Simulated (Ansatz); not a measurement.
# Cu3O2 (I4/mmm) in Ansatz: further runs

One crystal, Cu3O2, is run at these levels: PBE; tasks: relaxation of cell and atoms.

All numbers are computed with Ansatz 0.2.0; they aren't measurements. Logs are shortened: lines on timing, memory, paths and dates and some standing lists are left out, and cuts for length are marked.

## (1) The structure

Symmetry: I4/mmm, No. 139, tetragonal system. Conventional cell: a = 4.046 Å, b = 4.046 Å, c = 7.347 Å, α = 90.00°, β = 90.00°, γ = 90.00°. Cu (site symmetry 4/mmm) has 4 O at 2.02 Å as nearest neighbours. Cu (site symmetry -4m2) is surrounded by 2 O at 1.84 Å. Around O (site symmetry mmm) lie 4 Cu at 1.84 to 2.02 Å.

The cell comes from a database or a generator and needn't be the stable form of this composition.

## (2) Relaxation of cell and atoms, PBE, target pressure 20 GPa, at which the enthalpy is minimised

input.yaml

```yaml
crystal:
  lattice:
    - [-2.022982, 2.022982, 3.673617]
    - [2.022982, -2.022982, 3.673617]
    - [2.022982, 2.022982, -3.673617]
  atoms:
    - { symbol: Cu, position: [0.0, 0.0, 0.0] }
    - { symbol: Cu, position: [0.75, 0.25, 0.5] }
    - { symbol: Cu, position: [0.25, 0.75, 0.5] }
    - { symbol: O, position: [0.5, 0.0, 0.5] }
    - { symbol: O, position: [0.0, 0.5, 0.5] }
hamiltonian:
  xc: pbe
  pseudopotentials: { kind: paw }
kpoints:
  mp_grid: { grid: [9, 9, 9] }
scf:
  occupations: { method: fermi_dirac, width: 0.05 }
output:
  forces: true
  stress: true
  eigenvalues: true
relax:
  f_tol: 0.01
  max_steps: 40
  cell: { stress_tol: 0.05, p_target: 20.0 }
```

Potentials or basis: Ansatz PAW.

Launch:

```bash
$ ansatz run input.yaml --threads 2 --pin off --max-ram 5632MiB --backend cpu --events-out ev --progress --plain --runs-dir out
```

The program printed:

```text
Warning: RAYON_NUM_THREADS=2 ignored (pool sized by the plan → 2); use --threads N
Engine: ansatz 0.2.0, aarch64-unknown-linux-gnu
Pseudopotentials: kind: paw
Pseudopotential: Cu, paw, valence charge 19, recommended cutoff 420 eV (normal), Cu.paw.azcp
Pseudopotential: O, paw, valence charge 6, recommended cutoff 420 eV (normal), O.paw.azcp
Functional definition: PBE
  parameter kappa = 0.804
  parameter beta = 0.06672455060314922
  exchange = pbe_x(kappa = kappa, mu = beta*pi^2/3)
  correlation = pbe_c(beta = beta)
Crystal: 5 atoms, lattice volume = 60.136 Å³
Basis set: ecut = 420 eV, 1209 PW (Γ), exchange–correlation on 64×64×64 points (8 copies of the dense FFT grid, shifted against one another)
Bands: 42, of which v1, the nominal top of the filled ones, is band 35 counted from 1 (34 counted from 0)
Symmetry: 16 space group operations
Space group: I4/mmm (ITA 139), of the structure as read, at distance tolerance 3.9e-5 Å
k-points: 75 of 729
Non-local potential: Cu, projectors of the file, l = 0: 3, l = 1: 2, l = 2: 3, l = 3: 1
Non-local potential: O, projectors of the file, l = 0: 2, l = 1: 2, l = 2: 1
PAW form: soft (Blöchl's): semilocal exchange-correlation on the pseudo side does not see the compensation charge
PAW one-centre angular grid: Cu, 590 points (default); XC on 64 Gauss nodes
PAW one-centre angular grid: O, 110 points (default); XC on 64 Gauss nodes
Initial density: superposition of atomic densities (neutral atoms: chi_scale 0, normalization atom), corrected by the library's trained network
Initial wavefunctions: pseudopotential atomic-orbital guess
Functional: x = pbe(κ = 0.804, μ = 0.2195149727645171), c = pbe(β = 0.06672455060314922)
SCF iter   1: F=—  HF=-21006.988411 eV  |F-HF|=—  |Δ(HF+E_count)|=         —  Δρ=6.82e-3  dr2=1.97e-2  ethr=1.77e-3  ⟨swp⟩=6.0  Hψ=11895  notcnv=0  defer=7
preconditioner: auto → LDOS  [metal: Δε(μ)=0.016 eV  Ē_g=10.892 eV  σ=0.050 eV  W_gap=0.08  n_scr=22 (ndim 8)  ℏωp=32.1 eV  f_vac=0.087  D(μ)=1.97/eV (n_scr^D=14)  β→1.0]
SCF iter   2: F=—  HF=-21006.985187 eV  |F-HF|=—  |Δ(HF+E_count)|=   3.22e-3  Δρ=1.52e-3  dr2=7.03e-4  ethr=2.86e-5  ⟨swp⟩=2.0  Hψ=5783  notcnv=0  defer=136
SCF iter   3: F=—  HF=-21006.985552 eV  |F-HF|=—  |Δ(HF+E_count)|=   3.65e-4  Δρ=2.38e-3  dr2=2.01e-3  ethr=1.02e-6  ⟨swp⟩=2.0  Hψ=5520  notcnv=0  defer=136
SCF iter   4: F=—  HF=-21006.985174 eV  |F-HF|=—  |Δ(HF+E_count)|=   3.77e-4  Δρ=5.91e-4  dr2=1.48e-4  ethr=1.02e-6  ⟨swp⟩=2.0  Hψ=5510  notcnv=0  defer=136
SCF iter   5: F=—  HF=-21006.985130 eV  |F-HF|=—  |Δ(HF+E_count)|=   4.38e-5  Δρ=2.64e-4  dr2=2.44e-5  ethr=2.14e-7  ⟨swp⟩=2.0  Hψ=5357  notcnv=0  defer=136
SCF iter   6: F=—  HF=-21006.985124 eV  |F-HF|=—  |Δ(HF+E_count)|=   6.30e-6  Δρ=2.92e-5  dr2=2.65e-7  ethr=3.53e-8  ⟨swp⟩=2.0  Hψ=4586  notcnv=0  defer=136
[... 86 lines left out ...]
SCF converged after 7 iterations
Free energy (F): -21006.560263 eV
Harris-Foulkes:  -21006.560263 eV  (|F-HF|=3.64e-12)
Internal energy: -21006.546214 eV  (E = F + TS)
E sigma→0 (E₀):  -21006.553239 eV
Entropy (-TS):   -0.014049 eV (-2.810 meV/atom)
Fermi energy:    13.065930 eV
--- Per-component energies (eV) ---
  E_band       = -1255.122656
  E_kinetic    = 1249.676803
  E_local      = -14493.250072  (includes V_loc(G=0)·N_el)
  E_nonlocal   = 1271.788845
  E_hartree    = 6337.136433
  E_xc         = -414.821672
  E_vxc        = -533.329051  (∫ρ·V_xc dr)
  E_paw        = -5304.254242  (= ΣΔE_a)
  E_vpaw       = -1424.287624  (= ΣTr[D̂ρ^β])
  E_aug_tail   = 0.005465  (compensation charges beyond the density's cutoff)
  E_ewald      = -9652.827776
  E_smearing   = -0.014049  (= −TS)
  E_closure    = -0.000000  (closes the sum)
  Σ components = -21006.560263   (vs F -21006.560263, Δ=0.00e0)
--- Forces (eV/Å), atoms counted from 1 ---
  atom   1  Cu     0.00000000     0.00000000     0.00000000
  atom   2  Cu     0.00000000    -0.00000000     0.00000000
  atom   3  Cu     0.00000000     0.00000000     0.00000000
  atom   4  O      0.00000000     0.00000000     0.00000000
  atom   5  O      0.00000000     0.00000000     0.00000000
  max |Σ_I F_I| component: 3.47e-18 eV/Å
--- Stress (GPa, compression-positive) ---
       19.995653       0.000000       0.000000
        0.000000      19.995653       0.000000
       -0.000000      -0.000000      19.997852
  P = ⅓ Tr σ = 19.9964 GPa (199.964 kbar)
--- Band table (eV; the first three rows and the last of 75) ---
  k-point 0: bands = ["-100.0183", "-99.4817", "-99.4776", "-57.4155", "-57.4155", "-57.3623", "-57.0511", "-57.0487", "-56.7889", "-56.7889", "-56.7617", "-56.7617", "-7.1020", "-5.4754", "5.9225", "6.6362", "6.6362", "7.2299", "7.4736", "9.3100", "9.4417", "9.4417", "9.5348", "10.3230", "10.3498", "10.4002", "10.4002", "10.6544", "10.8833", "10.8833", "11.2046", "11.4566", "11.8932", "11.8932", "13.5262", "13.5607", "18.2812", "18.2812", "20.6533", "20.6891", "24.0451", "24.5756"]
  k-point 1: bands = ["-100.0183", "-99.4814", "-99.4779", "-57.4156", "-57.4155", "-57.3622", "-57.0511", "-57.0488", "-56.7891", "-56.7855", "-56.7652", "-56.7615", "-7.0101", "-5.5170", "5.8185", "6.3990", "6.6544", "7.2303", "7.5962", "9.0237", "9.4758", "9.5029", "9.6267", "9.8744", "9.8906", "10.3708", "10.8403", "10.8485", "10.8524", "10.9772", "11.3388", "11.5956", "11.9517", "12.0187", "13.3222", "13.7445", "17.1436", "18.7819", "21.0814", "21.7411", "24.5370", "24.8246"]
  k-point 2: bands = ["-100.0183", "-99.4808", "-99.4784", "-57.4161", "-57.4154", "-57.3618", "-57.0510", "-57.0490", "-56.7896", "-56.7768", "-56.7741", "-56.7609", "-6.7653", "-5.6196", "5.5656", "5.8289", "6.6184", "7.2393", "7.5563", "8.5487", "9.5040", "9.6501", "9.7076", "9.7986", "9.8672", "10.5041", "10.6977", "10.8120", "10.8832", "11.0924", "11.1102", "12.0286", "12.0952", "12.8424", "13.0389", "14.1826", "15.5158", "19.7704", "21.9644", "22.8433", "22.9851", "25.7261"]
  k-point 74: bands = ["-100.0182", "-99.4816", "-99.4777", "-57.4158", "-57.4157", "-57.3603", "-57.0534", "-57.0484", "-56.7878", "-56.7877", "-56.7627", "-56.7626", "-6.6334", "-5.8838", "4.4480", "6.9425", "7.2195", "8.4366", "8.4399", "8.8649", "9.0262", "9.0600", "9.1555", "9.3183", "9.7380", "10.1383", "10.5633", "10.6629", "10.9193", "10.9626", "11.1228", "11.3893", "11.6853", "12.5040", "12.5417", "17.2657", "17.6848", "18.7867", "19.6683", "21.1451", "24.5129", "26.4367"]
--- Relaxed structure (5 steps of the walk, 5 accepted, 2 SCFs on fresh bases) ---
  F+E_penalty+E_count = -21006.56026301 eV   max|allowed force component| = 4.510e-18 eV/Å   (the final SCF, on the basis selected at the relaxed cell)
  cell:  # Å, volume = 52.6851 Å³
    - [-1.9058197590588462, 1.9058197590588462, 3.626303603295499]
    - [1.9058197590588462, -1.9058197590588462, 3.626303603295499]
    - [1.9058197590588462, 1.9058197590588462, -3.626303603295499]
  atoms:
    - { symbol: Cu, position: [2.3800631251133672e-36, 2.7965741720082064e-35, 3.0345804845195433e-35] }
    - { symbol: Cu, position: [0.75, 0.25, 0.5] }
    - { symbol: Cu, position: [0.25, 0.75, 0.5] }
    - { symbol: O, position: [0.5, -4.922168523215698e-35, 0.5] }
    - { symbol: O, position: [-2.656336379474639e-35, 0.5, 0.5] }
```

Wall time 36 s (2 threads of Arm Neoverse V2, shared host); peak memory 0.45 GiB.

What came out:

- Free energy: -21006.5603 eV
- Relaxed volume: 10.54 Å³/atom
- Relaxed cell: a = 4.518 Å, b = 4.518 Å, c = 4.518 Å, α = 130.10°, β = 130.10°, γ = 73.24°
- Space group after relaxing (to 0.05 Å): I4/mmm (No. 139)
- Energy change on relaxing (the enthalpy is what falls): +85.0 meV/atom
- Ionic steps: 7
- Pressure after relaxing: 20.0 GPa
- Band gap on the k mesh: none (metal or under the smearing width)

The path:
| step | energy change (eV) | largest force (eV/Å) | volume (Å³) |
| --- | --- | --- | --- |
| 1 | 0.0000 | 0.0000 | 60.14 |
| 2 | 0.1576 | 0.0000 | 55.37 |
| 3 | 0.4954 | 0.0000 | 52.04 |
| 4 | 0.3985 | 0.0000 | 52.78 |
| 5 | 0.4125 | 0.0000 | 52.78 |
| 6 | 0.4245 | 0.0000 | 52.69 |
| 7 | 0.4249 | 0.0000 | 52.69 |

Final structure:
```cif
data_structure
_symmetry_space_group_name_H-M 'P 1'
_symmetry_Int_Tables_number 1
_cell_length_a 4.5182
_cell_length_b 4.5182
_cell_length_c 4.5182
_cell_angle_alpha 130.103
_cell_angle_beta 130.103
_cell_angle_gamma 73.243
_cell_volume 52.69
loop_
_atom_site_label
_atom_site_type_symbol
_atom_site_fract_x
_atom_site_fract_y
_atom_site_fract_z
_atom_site_occupancy
Cu1 Cu 0.00000 0.00000 0.00000 1
Cu2 Cu 0.75000 0.25000 0.50000 1
Cu3 Cu 0.25000 0.75000 0.50000 1
O1 O 0.50000 0.00000 0.50000 1
O2 O 0.00000 0.50000 0.50000 1
```

Levels at points of the mesh, in eV from the Fermi level:
```tsv
k point	band 31	band 32	band 33	band 34	band 35	band 36	band 37	band 38	band 39	band 40
(0.00, 0.00, 0.00)	-1.86	-1.61	-1.17	-1.17	0.46	0.49	5.22	5.22	7.59	7.62
```

Caveat: the plane-wave basis is chosen anew once the cell has moved, so the energies of steps on either side of that aren't comparable; the pressure holds a Pulay correction of +0.6 GPa for the finite cutoff; an odd number of electrons without spin polarisation forces a metal; a magnetic or distorted state may lie lower; the run has no spin polarisation, though such a crystal can be magnetic; semilocal functionals often make such compounds metallic where correlation or magnetic order opens a gap, which also shifts bond lengths.

## (3) Relaxation of cell and atoms, PBE, target pressure 30 GPa, at which the enthalpy is minimised

input.yaml, as its differences from that of step 2:

```diff
@@ -22,2 +22,6 @@
   eigenvalues: true
+  write_density: true
+  write_potential: true
+  elf: true
+  volumetric_format: npy
 relax:
@@ -25,2 +29,2 @@
   max_steps: 40
-  cell: { stress_tol: 0.05, p_target: 20.0 }
+  cell: { stress_tol: 0.05, p_target: 30.0 }
```

Potentials or basis: Ansatz PAW.

Launch:

```bash
$ ansatz run input.yaml --threads 2 --pin off --max-ram 5632MiB --backend cpu --events-out ev --progress --plain --runs-dir out
```

It took 46 s on 2 threads of Arm Neoverse V2, shared host; peak memory 0.45 GiB.

It converged, with:

- Free energy: -21006.1949 eV
- Relaxed volume: 10.06 Å³/atom
- Relaxed cell: a = 4.468 Å, b = 4.468 Å, c = 4.468 Å, α = 130.56°, β = 130.56°, γ = 72.51°
- Space group after relaxing (to 0.05 Å): I4/mmm (No. 139)
- Energy change on relaxing (the enthalpy is what falls): +158.0 meV/atom
- Ionic steps: 8
- Pressure after relaxing: 30.0 GPa
- Band gap on the k mesh: none (metal or under the smearing width)

The path:
```tsv
step	energy change (eV)	largest force (eV/Å)	volume (Å³)
1	0.0000	0.0000	60.14
2	0.3246	0.0000	53.47
3	0.9892	0.0000	49.26
4	0.7522	0.0000	50.44
5	0.7565	0.0000	50.42
6	0.7728	0.0000	50.42
7	0.7899	0.0000	50.32
8	0.7902	0.0000	50.32
```

Final structure:
```xyz
5
Lattice="-1.8685 1.8685 3.6034 1.8685 -1.8685 3.6034 1.8685 1.8685 -3.6034" Properties=species:S:1:pos:R:3 pbc="T T T"
Cu    0.0000    0.0000    0.0000
Cu    0.0000    1.8685    1.8017
Cu    1.8685    0.0000    1.8017
O     0.0000    1.8685    0.0000
O     1.8685    0.0000    0.0000
```

Levels at points of the mesh, in eV from the Fermi level:
```
           k point  band 32  band 33  band 34  band 35  band 36  band 37  band 38  band 39
(0.00, 0.00, 0.00)    -1.68    -1.33    -1.33     0.47     0.51     5.24     5.24     7.71
```

Caveat: the volume moved by over 15 % at a fixed basis, so the end points are rough; the plane-wave basis is chosen anew once the cell has moved, so the energies of steps on either side of that aren't comparable; the pressure holds a Pulay correction of +0.6 GPa for the finite cutoff; an odd number of electrons without spin polarisation forces a metal; a magnetic or distorted state may lie lower; the run has no spin polarisation, though such a crystal can be magnetic; semilocal functionals often make such compounds metallic where correlation or magnetic order opens a gap, which also shifts bond lengths.
